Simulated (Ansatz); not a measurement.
Task: a charge-density difference against the sublattices of Sn3Bi, space group I4/mmm, with Ansatz 0.2.0, Python API. Give the script and its output. Use (first run): LDA, PAW, cutoff 460 eV, 7×7×7 k-points, Fermi-Dirac smearing of 0.1 eV.

```cif
data_structure
_symmetry_space_group_name_H-M 'P 1'
_symmetry_Int_Tables_number 1
_cell_length_a 6.2424
_cell_length_b 6.2424
_cell_length_c 6.2424
_cell_angle_alpha 135.746
_cell_angle_beta 135.746
_cell_angle_gamma 64.373
_cell_volume 116.83
loop_
_atom_site_label
_atom_site_type_symbol
_atom_site_fract_x
_atom_site_fract_y
_atom_site_fract_z
_atom_site_occupancy
Sn1 Sn 0.50000 0.50000 0.00000 1
Sn2 Sn 0.25000 0.75000 0.50000 1
Sn3 Sn 0.75000 0.25000 0.50000 1
Bi1 Bi 0.00000 0.00000 0.00000 1
```

Script `sn3bi.py`:
```python
"""Density difference of Sn3Bi against its sublattices."""

from dataclasses import dataclass
import warnings

import ansatz as az
import numpy as np


@dataclass(frozen=True)
class Settings:
    smearing: str = "Fermi-Dirac"
    ecut: int = 460
    mesh: tuple[int, ...] = (7, 7, 7)


settings = Settings()

VECTORS = np.array([
    [-2.351252, 2.351252, 5.283086],
    [2.351252, -2.351252, 5.283086],
    [2.351252, 2.351252, -5.283086],
])
SITES = [
    ("Sn", (0.5, 0.5, 0.0)),
    ("Sn", (0.25, 0.75, 0.5)),
    ("Sn", (0.75, 0.25, 0.5)),
    ("Bi", (0.0, 0.0, 0.0)),
]


def on_lattice(cell):
    crystal = az.Crystal(lattice=az.Lattice.of(cell))
    for symbol, position in SITES:
        crystal = crystal.atom(symbol, position)
    return crystal

warnings.simplefilter("ignore", az.DeckWarning)

# same cell, cutoff and mesh for the crystal and its parts
def solve(crystal):
    return (
        crystal.calculation()
        .functional(az.Functional.LDA)
        .occupations(settings.smearing)
        .basis(settings.ecut, grid_basis="typed")
        .kpoints(*settings.mesh)
        .density()
        .run(threads=1)
    )


whole = solve(on_lattice(VECTORS))
difference = whole.density().channels[0].density_e_per_ang3.copy()
binding = whole.report["free_energy_ev"]
for element in ["Sn", "Bi"]:
    part = az.Crystal(lattice=az.Lattice.of(VECTORS))
    for symbol, position in SITES:
        if symbol == element:
            part = part.atom(symbol, position)
    alone = solve(part)
    difference -= alone.density().channels[0].density_e_per_ang3
    binding -= alone.report["free_energy_ev"]
    print(f"{element} sublattice: {alone.report['n_electrons']:g} electrons, {alone.report['n_iterations']} iterations")

voxel = abs(np.linalg.det(VECTORS)) / difference.size
print(f"energy of the crystal less its unpolarised sublattices: {binding / len(SITES):.4f} eV/atom")
print(f"net charge of the difference {difference.sum() * voxel:.5f} e, charge rearranged {0.5 * np.abs(difference).sum() * voxel:.3f} e")
print(f"extremes {difference.min():.4f} and {difference.max():.4f} e/A^3")
for (symbol, position) in SITES:
    index = tuple(int(round(p * n)) % n for p, n in zip(position, difference.shape))
    print(f"  change of the pseudo-density at the grid point nearest {symbol}: {difference[index]:+.4f} e/A^3")
profile = difference.mean(axis=(0, 1))
print("planar mean along the third vector:", np.round(profile[:: max(len(profile) // 12, 1)], 4))
```

`python sn3bi.py` gives:
```text
Sn sublattice: 42 electrons, 6 iterations
Bi sublattice: 15 electrons, 7 iterations
energy of the crystal less its unpolarised sublattices: -1.0017 eV/atom
net charge of the difference 0.00000 e, charge rearranged 0.331 e
extremes -0.0227 and 0.0249 e/A^3
  change of the pseudo-density at the grid point nearest Sn: +0.0011 e/A^3
  change of the pseudo-density at the grid point nearest Sn: -0.0227 e/A^3
  change of the pseudo-density at the grid point nearest Sn: -0.0227 e/A^3
  change of the pseudo-density at the grid point nearest Bi: -0.0103 e/A^3
planar mean along the third vector: [ 0.002   0.0017  0.0009  0.0002 -0.0001 -0.0005 -0.0013 -0.0019 -0.0019
 -0.0013 -0.0005 -0.0001  0.0002  0.0009  0.0017]
```

Notes:
- For a metal this k-point mesh is coarse: on a finer one energies can move by several to tens of meV an atom and pressures by half a GPa or more, differences at one mesh by less.
- Spin-orbit coupling, which matters for elements this heavy, is left out.
- Densities and potentials on the grid are those of the valence electrons, and inside the cores they hang on the potentials used.
- This cell is a computed structure, which may not be the phase found in nature.
- Charge moved counts every rearrangement, bonding and polarisation too, and is no transfer between atoms; the bare sublattices are artificial references. Values near the nuclei depend on the potentials.
- Timing: 16 s on 1 thread of Arm Neoverse V1, on a shared host, peak memory 0.51 GiB.
